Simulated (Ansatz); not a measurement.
**F₂GaH₃Si: how energies converge with the basis set**

The task here is to estimate one member of a computed series from the others.

Program: Ansatz 0.2.0, Gaussian basis. Level of theory: one geometry, several basis sets. These are calculated values, not measurements.

Levels to be run: PBE0-D4/def2-SVP; ωB97M-V/def2-SVP; PBE0-D4/def2-QZVPP; ωB97M-V/def2-QZVPP; the functionals' def2-TZVPP values are taken from earlier runs.

### Structure used throughout

An earlier PBE0-D4 in a triple-zeta def2 set relaxation fixed the geometry.

SMILES `[F][Ga]([F])[SiH3]`, 7 atoms, charge 0, spin multiplicity 1.

Atoms are counted from 1 here; the program's logs count them from 0.

Bond lengths: F1–Ga2 1.750 Å, Ga2–F3 1.749 Å, Ga2–Si4 2.387 Å, Si4–H5 1.482 Å, Si4–H6 1.483 Å, Si4–H7 1.485 Å. Angles: F1–Ga2–F3 110.4°, F1–Ga2–Si4 124.4°, F3–Ga2–Si4 125.2°, Ga2–Si4–H5 109.3°, Ga2–Si4–H6 108.8°, Ga2–Si4–H7 107.8°, H5–Si4–H6 110.6°, H5–Si4–H7 110.2°, H6–Si4–H7 110.0°.

Geometry (Å):

```
F     0.3377   -1.7169    2.0420
Ga    0.7498   -0.8722    0.5660
F     2.3046   -1.4095   -0.0293
Si   -0.6361    0.7619   -0.4869
H     0.1912    1.5941   -1.3929
H    -1.2676    1.5996    0.5615
H    -1.6795    0.0431   -1.2604
```

Set-up of the first run:

Contents of in.yaml:

```yaml
crystal:
  periodic: [false, false, false]
  atoms:
    - {symbol: F, position_ang: [0.337677, -1.716921, 2.041980]}
    - {symbol: Ga, position_ang: [0.749809, -0.872232, 0.565976]}
    - {symbol: F, position_ang: [2.304646, -1.409519, -0.029280]}
    - {symbol: Si, position_ang: [-0.636136, 0.761895, -0.486856]}
    - {symbol: H, position_ang: [0.191165, 1.594062, -1.392856]}
    - {symbol: H, position_ang: [-1.267612, 1.599622, 0.561478]}
    - {symbol: H, position_ang: [-1.679549, 0.043083, -1.260442]}
basis:
  gaussian: {orbitals: def2-SVP}
hamiltonian: {xc: pbe0, dispersion: d4}
output: {orbitals: {seedname: orbitals}}
```

Steps of the session up to this table: PBE0-D4 in def2-SVP; ωB97M-V in def2-SVP; PBE0-D4 in def2-QZVPP; ωB97M-V in def2-QZVPP.

One table of the session follows, with a row left open; its other results are not shown here.

It belongs to the step «Functionals by basis». 

```
functional       basis  HOMO (eV)  LUMO (eV)
   PBE0-D4    def2-SVP      -9.04      -1.63
   PBE0-D4  def2-TZVPP      -9.08      -1.76
   PBE0-D4  def2-QZVPP      -9.11      -1.80
   ωB97M-V    def2-SVP          ?          ?
   ωB97M-V  def2-TZVPP     -11.17       0.01
   ωB97M-V  def2-QZVPP     -11.21      -0.12
```

Estimate the missing values for ωB97M-V, def2-SVP.

As computed: HOMO (eV): -11.10; LUMO (eV): 0.20. In the column «HOMO (eV)» it lies between ωB97M-V, def2-TZVPP (-11.17) and PBE0-D4, def2-QZVPP (-9.11).
